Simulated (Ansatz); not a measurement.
# Bi2Te2Se: the cost of one run

Method: DFT r2SCAN, scalar-relativistic, plane waves, PAW, in Ansatz 0.2.0.

### Step 1. The structure to begin with

Symmetry: R-3m, No. 166, trigonal system. The conventional cell has a = 4.322 Å, b = 4.322 Å, c = 31.757 Å, α = 90.00°, β = 90.00°, γ = 120.00°. Around Bi (site symmetry 3m) lie 3 Te at 3.05 Å and 3 Se at 3.11 Å. Te (site symmetry 3m) has 3 Bi at 3.05 Å as nearest neighbours. Around Se (site symmetry -3m) lie 6 Bi at 3.11 Å.

Structure file:

```cif
data_structure
_symmetry_space_group_name_H-M 'R-3m:H'
_symmetry_Int_Tables_number 166
_cell_length_a 4.3219
_cell_length_b 4.3219
_cell_length_c 31.7567
_cell_angle_alpha 90.000
_cell_angle_beta 90.000
_cell_angle_gamma 120.000
_cell_volume 513.72
loop_
_atom_site_label
_atom_site_type_symbol
_atom_site_symmetry_multiplicity
_atom_site_Wyckoff_symbol
_atom_site_fract_x
_atom_site_fract_y
_atom_site_fract_z
_atom_site_occupancy
Bi1 Bi 6 c 0.66667 0.33333 0.94161 1
Te1 Te 6 c 0.33333 0.66667 0.88626 1
Se1 Se 3 a 0.00000 0.00000 0.00000 1
```

The structure comes from the Materials Project (structure only).

(A quick probe on a coarse mesh, which set the mesh and smearing, is not shown.)

### Step 3. Full relaxation

File input.yaml:

```yaml
crystal:
  lattice:
    - [2.1609687617, 1.2476358963, 10.5855712543]
    - [-2.1609687617, 1.2476358963, 10.5855712543]
    - [0.0, -2.4952717926, 10.5855712543]
  atoms:
    - { symbol: Bi, position: [0.60827876, 0.60827876, 0.60827876] }
    - { symbol: Bi, position: [0.39172124, 0.39172124, 0.39172124] }
    - { symbol: Te, position: [0.21959513, 0.21959513, 0.21959513] }
    - { symbol: Te, position: [0.78040487, 0.78040487, 0.78040487] }
    - { symbol: Se, position: [0.0, 0.0, 0.0] }
basis:
  ecutwfc: 500
kpoints:
  mp_grid: { grid: [9, 9, 9] }
hamiltonian:
  xc: r2scan
scf:
  occupations: { method: gaussian, width: 0.02 }
output:
  forces: true
  stress: true
  eigenvalues: true
  write_density: true
  write_potential: true
  elf: true
  volumetric_format: npy
relax:
  adjacent_minimum: "off"
  f_tol: 0.005
  max_steps: 80
  cell: { stress_tol: 0.05 }
```

Started as:

```sh
> ansatz run input.yaml --threads 2 --pin off --max-ram 5120MiB --backend cpu --events-out ev --progress --plain --runs-dir out
```

What time and memory should one allow on 2 threads of Intel Xeon at 2.70GHz, shared host?

About 3.9 min, with a peak of 1.2 GiB.
